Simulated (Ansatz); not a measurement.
# Cu3Pd: the cost of one run

Program: Ansatz 0.2.0. Level of theory: DFT PBEsol, scalar-relativistic. These are calculated values, not measurements.

## 1. The structure to begin with

The structure is cubic, space group Pm-3m (No. 221). The conventional cell has a = 3.722 Å, b = 3.722 Å, c = 3.722 Å, α = 90.00°, β = 90.00°, γ = 90.00°. Cu (site symmetry 4/mmm) is surrounded by 8 Cu at 2.63 Å and 4 Pd at 2.63 Å. Around Pd (site symmetry m-3m) lie 12 Cu at 2.63 Å.

Coordinates:

```cif
data_structure
_symmetry_space_group_name_H-M 'P 1'
_symmetry_Int_Tables_number 1
_cell_length_a 3.7220
_cell_length_b 3.7220
_cell_length_c 3.7220
_cell_angle_alpha 90.000
_cell_angle_beta 90.000
_cell_angle_gamma 90.000
_cell_volume 51.56
loop_
_atom_site_label
_atom_site_type_symbol
_atom_site_fract_x
_atom_site_fract_y
_atom_site_fract_z
_atom_site_occupancy
Cu1 Cu 0.00000 0.50000 0.50000 1
Cu2 Cu 0.50000 0.00000 0.50000 1
Cu3 Cu 0.50000 0.50000 0.00000 1
Pd1 Pd 0.00000 0.00000 0.00000 1
```

The geometry is a database entry used as it stands. It may stem from high pressure or temperature, or be incomplete, so it serves as a test cell.

Atoms are numbered in the order of the input: Cu1, Cu2, Cu3, Pd4.

## 2. Volume × 0.94, LAPW

File input.yaml:

```yaml
crystal:
  lattice:
    - [3.6460194966, 0.0, 0.0]
    - [0.0, 3.6460194966, 0.0]
    - [0.0, 0.0, 3.6460194966]
  atoms:
    - { symbol: Cu, position: [0.0, 0.5, 0.5] }
    - { symbol: Cu, position: [0.5, 0.0, 0.5] }
    - { symbol: Cu, position: [0.5, 0.5, 0.0] }
    - { symbol: Pd, position: [0.0, 0.0, 0.0] }
kpoints:
  mp_grid: { grid: [9, 9, 9] }
  band_path:
    path:
      - [0.0, 0.0, 0.0]
      - [0.0, 0.5, 0.0]
      - [0.5, 0.5, 0.0]
      - [0.0, 0.0, 0.0]
      - [0.5, 0.5, 0.5]
      - [0.0, 0.5, 0.0]
      - [0.5, 0.5, 0.5]
      - [0.5, 0.5, 0.0]
    npoints: 5
scf:
  occupations: { method: fermi_dirac, width: 0.05 }
hamiltonian:
  xc: pbesol
  pseudopotentials: { kind: all_electron, lapw: { basis_error: 0.0005 } }
output:
  forces: true
  stress: true
  eigenvalues: true
```

On the command line:

```
> ansatz run input.yaml --threads 1 --pin off --max-ram 4096MiB --backend cpu --events-out ev --progress --plain --runs-dir out
```

Q: Estimate wall time and peak memory on 1 thread of Arm Neoverse V2, shared host.

About 53 s, with a peak of 0.54 GiB.
